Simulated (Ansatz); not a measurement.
CH₆SeSi, SMILES C[Se][SiH3], a rigid scan of one bond length

Program: Ansatz 0.2.0 through its Python package.

Notebook, run cell by cell (the value of a cell's last expression is shown):

**Cell 1**
```python
import ansatz as az
import numpy as np

GEOMETRY = """
C    -0.60170    0.90720   -1.01290
Se    1.21150    0.46150   -0.75840
Si    0.64970   -0.92930    0.95660
H    -1.17140    0.06010   -1.27770
H    -0.71830    1.66780   -1.88080
H    -1.05370    1.44000   -0.10610
H     1.93500   -1.54740    1.50050
H    -0.19100   -1.96240    0.48310
H     0.02840   -0.14380    2.07860
"""

system = az.Crystal.molecule()
for line in GEOMETRY.strip().splitlines():
    symbol, *xyz = line.split()
    system = system.atom(symbol, [float(v) for v in xyz])
```

**Cell 2**
```python
symbols = [site.symbol for site in system.cartesian_sites]
start = np.array([site.position_ang for site in system.cartesian_sites])
axis = (start[2] - start[1]) / np.linalg.norm(start[2] - start[1])
moving = [2, 6, 7, 8]
lengths, energies = [2.005, 2.096, 2.187, 2.278, 2.37, 2.461, 2.552, 2.689], []
for length in lengths:
    xyz = start.copy()
    xyz[moving] += (length - np.linalg.norm(start[2] - start[1])) * axis
    point = az.Crystal.molecule()
    for symbol, place in zip(symbols, xyz):
        point = point.atom(symbol, place.tolist())
    calculation = (
        point.calculation()
        .basis(gaussian="def2-SVP")
        .correlation("MP2")  # correlation on top of the mean field
    )
    report = calculation.run(threads=1).report
    energies.append(report["free_energy_ev"])
    print(f"r = {length:6.3f} A  E = {energies[-1]:.5f} eV  <S^2> = {abs(report['mean_field']['state']['spin_squared']):.3f}")
```
Output:
```text
r =  2.005 A  E = -74291.97624 eV  <S^2> = 0.000
r =  2.096 A  E = -74292.46353 eV  <S^2> = 0.000
r =  2.187 A  E = -74292.70834 eV  <S^2> = 0.000
r =  2.278 A  E = -74292.78133 eV  <S^2> = 0.000
r =  2.370 A  E = -74292.73300 eV  <S^2> = 0.000
r =  2.461 A  E = -74292.60234 eV  <S^2> = 0.000
r =  2.552 A  E = -74292.41688 eV  <S^2> = 0.000
r =  2.689 A  E = -74292.07712 eV  <S^2> = 0.000
```

**Cell 3**
```python
# quartic fit about the minimum
fit = np.polynomial.Polynomial.fit(lengths, np.array(energies) - min(energies), 4).convert()
roots = [r.real for r in fit.deriv().roots() if abs(r.imag) < 1e-9 and fit.deriv(2)(r.real) > 0]
r_e = min(roots, key=lambda r: abs(r - lengths[int(np.argmin(energies))]))
print(f"minimum of the fit at {r_e:.4f} A, force constant {fit.deriv(2)(r_e):.2f} eV/A^2")
```
Output:
```text
minimum of the fit at 2.2812 A, force constant 14.40 eV/A^2
```

What to keep in mind:
- Total energies depend on the basis set; only differences at equal settings carry meaning.
- The rest of the molecule is held rigid at a force-field or estimated start geometry, and the basis set is modest; single-reference methods fail as a bond breaks.
- The orbitals are restricted, so S² is zero by construction.
- S² is that of the Hartree-Fock reference.
- Timing: 13 s on 1 thread of Intel(R) Xeon(R) Platinum 8375C CPU @ 2.90GHz (Ice Lake), on a shared host, peak memory 0.25 GiB.

(Lines on the test bed's own set-up are left out of the output.)
